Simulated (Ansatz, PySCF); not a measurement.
**Hg2F2 in two programs**

Hg2F2 (singlet), relaxed with PySCF 2.14.0, RKS TPSS, Hg def2-SVP with ECP60, F def2-SVP; non-relativistic Hamiltonian with scalar-relativistic core potentials where named; density fitting; no spin-orbit coupling:

```xyz
4

Hg    0.0000    0.0000    1.7805
Hg    0.0000    0.0000   -1.7805
F     1.3843    0.0000    0.0000
F    -1.3843    0.0000    0.0000
```

There the HOMO–LUMO gap is 0.71 eV. The gap is small, and the closed shell wasn't tested for a lower spin-broken solution.

The same geometry by Ansatz 0.2.0 (PBE, PAW, a periodic box with 9 Å of vacuum):

```
spin-orbit coupling  gap (eV)  largest force component (eV/Å)
            without      0.70                            0.21
```

(1) What does the run with spin-orbit coupling give?

The spin-orbit runs use fully relativistic datasets of their own, so changes of a few hundredths of an eV needn't come from the coupling.

No frequency check is given that shows the relaxed geometry to be a minimum.

The two programs differ in functional, so their gaps don't test each other.

## Answers

(1) gap (eV): 0.69, largest force component (eV/Å): 0.17. It took 18 s on 2 threads of Arm Neoverse V2, with other jobs on the host, peak memory 1.7 GiB.
